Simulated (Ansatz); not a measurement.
**One shape, several levels: triplet C2H5AlBN**

We compute a comparison of 6 runs (UHF/STO-3G, U-r2SCAN0/6-31G*, U-wB97M-V/6-31G*, UCAM-B3LYP/6-31G*, UPBE0/6-31G*, UCCSD(T)/6-31G*) of triplet C2H5AlBN. 

The calculation is run with Ansatz 0.2.0.

127 further runs of the same task are left out: 127 set aside as unsound or not needed.

## (1) The structure to begin with

C2H5AlBN has 10 atoms, charge 0, and is taken as a triplet. SMILES of the parent species: `B[C]1=C[NH][AlH]1`. Geometry: relaxed at PBE0-D4/def2-TZVP. That shape belongs to the parent species and isn't relaxed for this state.

Bond lengths: B1–C2 1.492 Å, C2–C3 1.391 Å, C3–N4 1.360 Å, C2–Al5 1.916 Å, N4–Al5 1.853 Å, B1–H6 1.207 Å, B1–H7 1.201 Å, C3–H8 1.094 Å, N4–H9 1.004 Å, Al5–H10 1.581 Å. Some angles: B1–C2–C3 124.0°, B1–C2–Al5 153.2°, C3–C2–Al5 82.9°, C2–C3–N4 115.0°, C3–N4–Al5 86.1°, C2–Al5–N4 76.0°, C2–B1–H6 119.4°, C2–B1–H7 122.5°, C2–C3–H8 124.7°, N4–C3–H8 120.3°.

## (2) The energy at UHF/STO-3G (run 1)

molecule.yaml reads:

```yaml
crystal:
  periodic: [false, false, false]
  atoms:
    - {symbol: B, position_ang: [-1.253000, 0.576700, -1.418700]}
    - {symbol: C, position_ang: [-0.143800, 0.242800, -0.478800]}
    - {symbol: C, position_ang: [-0.315000, -0.471300, 0.702300]}
    - {symbol: N, position_ang: [0.820900, -0.673500, 1.422800]}
    - {symbol: Al, position_ang: [1.688500, 0.264900, 0.080500]}
    - {symbol: H, position_ang: [-2.375700, 0.217000, -1.161700]}
    - {symbol: H, position_ang: [-1.076200, 1.195400, -2.432600]}
    - {symbol: H, position_ang: [-1.273000, -0.859200, 1.061700]}
    - {symbol: H, position_ang: [0.792000, -1.179400, 2.289700]}
    - {symbol: H, position_ang: [3.218400, 0.635500, -0.062200]}
basis:
  gaussian: {orbitals: STO-3G}
total_charge: 0
magnetization: {spin_polarized: true, initial_magnetization: 2}
hamiltonian: {xc: hf}
accuracy: high
output: {orbitals: {seedname: orbitals}}
```

Command:

```
$ ansatz run molecule.yaml --threads 1 --pin off --max-ram 3480MiB --events-out events.jsonl --progress --plain --runs-dir runs
```

What it wrote:

```text
Warning: RAYON_NUM_THREADS=1 ignored (pool sized by the plan → 1); use --threads N
Functional definition: HF
  name "HF"
  exchange = exact_x
  correlation = 0
716 factors; integrals over basis functions are off by at most 4.2e-9 eV
mean field evaluation 1: about -10738.3653 eV, gradient 1.4e1 eV
mean field evaluation 2: about -10738.5102 eV, gradient 1.4e1 eV
mean field evaluation 4: about -10740.5686 eV, gradient 1.5e0 eV
mean field evaluation 8: about -10740.6848 eV, gradient 2.2e-1 eV
mean field evaluation 16: about -10740.6859 eV, gradient 2.9e-8 eV
mean field evaluation 32: about -10740.5500 eV, gradient 2.1e-1 eV
mean field -10740.68591481 eV, -394.7129270709 hartree, gradient 3.0e-8 eV, S^2 2.022779; 0 other end points of the search recorded, 0 dependent functions left out
reference -10740.68591481 eV, -394.7129270709 hartree; 22, 20 occupied and 12, 14 virtual orbitals, 716 factors
Total energy: -10740.68591481 eV, -394.7129270709 hartree
```

Wall time 0.67 s (1 thread of Arm Neoverse V1, shared host).

## (3) The energy at U-r2SCAN0/6-31G(d) (spherical functions) (run 2)

job.yaml reads:

```yaml
crystal:
  periodic: [false, false, false]
  atoms:
    - {symbol: B, position_ang: [-1.253000, 0.576700, -1.418700]}
    - {symbol: C, position_ang: [-0.143800, 0.242800, -0.478800]}
    - {symbol: C, position_ang: [-0.315000, -0.471300, 0.702300]}
    - {symbol: "N", position_ang: [0.820900, -0.673500, 1.422800]}
    - {symbol: Al, position_ang: [1.688500, 0.264900, 0.080500]}
    - {symbol: H, position_ang: [-2.375700, 0.217000, -1.161700]}
    - {symbol: H, position_ang: [-1.076200, 1.195400, -2.432600]}
    - {symbol: H, position_ang: [-1.273000, -0.859200, 1.061700]}
    - {symbol: H, position_ang: [0.792000, -1.179400, 2.289700]}
    - {symbol: H, position_ang: [3.218400, 0.635500, -0.062200]}
basis:
  gaussian: {orbitals: 6-31G_st_-spherical.json}
magnetization: {spin_polarized: true, initial_magnetization: 2}
hamiltonian: {xc: {name: r2SCAN0}}
accuracy: high
output: {orbitals: {seedname: orbitals}}
```

The basis set 6-31G* is read from a file made from the Basis Set Exchange's data (not shown).

Command:

```
$ ansatz run job.yaml --threads 1 --pin off --max-ram 3480MiB --events-out events.jsonl --progress --plain --runs-dir runs
```

What it wrote:

```text
Warning: RAYON_NUM_THREADS=1 ignored (pool sized by the plan → 1); use --threads N
Functional definition: r2SCAN0
  name "r2SCAN0"
  parameter a = 0.25
  parameter k0 = 0.174
  parameter k1 = 0.065
  parameter a1 = 4.9479
  exchange = (1 - a)*r2scan_x(k0 = k0, k1 = k1, a1 = a1) + a*exact_x
  correlation = r2scan_c
2027 factors; integrals over basis functions are off by at most 3.5e-9 eV
mean field evaluation 1: about -10905.0681 eV, gradient 3.1e1 eV
mean field evaluation 2: about -10899.7145 eV, gradient 4.2e1 eV
mean field evaluation 4: about -10910.3749 eV, gradient 2.7e0 eV
mean field evaluation 8: about -10910.4560 eV, gradient 2.5e-1 eV
mean field evaluation 16: about -10910.4587 eV, gradient 2.7e-3 eV
mean field evaluation 32: about -10910.4587 eV, gradient 9.2e-8 eV
mean field -10910.45872942 eV, -400.9519629318 hartree, gradient 9.2e-8 eV, S^2 2.009452; 2 other end points of the search recorded, 0 dependent functions left out
reference -10910.45873255 eV, -400.9519630465 hartree; 22, 20 occupied and 62, 64 virtual orbitals, 2027 factors
Total energy: -10910.45873255 eV, -400.9519630465 hartree
```

It took 37 s on 1 thread of Arm Neoverse V1, shared host; peak memory 0.6 GiB.

Runs 3 to 5 aren't shown in full; the table further down has their settings and results.

## (4) A single-point energy at UCCSD(T)/6-31G(d) (spherical functions) (run 6)

run.yaml reads:

```yaml
basis:
  gaussian:
    orbitals: 6-31G_st_-spherical.json
crystal:
  periodic: [false, false, false]
  atoms:
    - symbol: B
      position_ang: [-1.253000, 0.576700, -1.418700]
    - symbol: C
      position_ang: [-0.143800, 0.242800, -0.478800]
    - symbol: C
      position_ang: [-0.315000, -0.471300, 0.702300]
    - symbol: "N"
      position_ang: [0.820900, -0.673500, 1.422800]
    - symbol: Al
      position_ang: [1.688500, 0.264900, 0.080500]
    - symbol: H
      position_ang: [-2.375700, 0.217000, -1.161700]
    - symbol: H
      position_ang: [-1.076200, 1.195400, -2.432600]
    - symbol: H
      position_ang: [-1.273000, -0.859200, 1.061700]
    - symbol: H
      position_ang: [0.792000, -1.179400, 2.289700]
    - symbol: H
      position_ang: [3.218400, 0.635500, -0.062200]
correlation:
  method: ccsd_t
  frozen_orbitals: {Al: 5, B: 1, C: 1, H: 0, "N": 1}
magnetization:
  spin_polarized: true
  initial_magnetization: 2
accuracy: high
scf:
  omitted_lower_state_checks: [cluster_reference, increment]
```

The basis set 6-31G* is read from a file made from the Basis Set Exchange's data (not shown).

Command:

```
$ ansatz run run.yaml --threads 1 --pin off --max-ram 3480MiB --events-out events.jsonl --progress --plain --runs-dir runs
```

What it wrote:

```text
Warning: RAYON_NUM_THREADS=1 ignored (pool sized by the plan → 1); use --threads N
[... 13 lines left out ...]
9 core orbitals not correlated: weight in the atoms' cores, before any rotation towards them, 1.000 or more for the frozen orbitals, at most 0.000 for the correlated occupied ones
[... 31 lines left out ...]
Total energy: -10888.14161603 eV, -400.1318241417 hartree
Checks for a lower state left out: cluster_reference, increment
```

It took 72 s on 1 thread of Arm Neoverse V1, shared host; peak memory 0.87 GiB.

## (5) Overview of the runs

```tsv
run	level	frozen core orbitals	energy (Eh)	HOMO energy (eV)	⟨S²⟩	wall time
1	UHF/STO-3G	–	-394.712927	-2.85	2.023	0.67 s
2	U-r2SCAN0/6-31G* (spherical functions)	–	-400.951963	-3.70	2.009	37 s
3	U-wB97M-V/6-31G* (spherical functions)	–	-400.999214	-5.12	2.004	3.5 min
4	UCAM-B3LYP/6-31G* (spherical functions)	–	-401.000816	-4.45	2.006	25 s
5	UPBE0/6-31G* (spherical functions)	–	-400.783968	-3.54	2.006	18 s
6	UCCSD(T)/6-31G* (spherical functions)	9	-400.131824	–	2.022	72 s
```

## (6) What came out

| quantity | value |
| --- | --- |
| run 6: total energy | -400.13182 Eh |
| run 6: correlation energy (9 core orbitals frozen) | -575.9 mEh |
| run 6: (T) correction | -20.38 mEh |
| run 6: ⟨S²⟩ of the reference determinant | 2.022 |
| run 6: T1 diagnostic | 0.039 |

Totals of different functionals can't be ranked against each other. In run 1 the basis is minimal, so the values are rough. All runs together took 6.1 min, the longest 3.5 min.
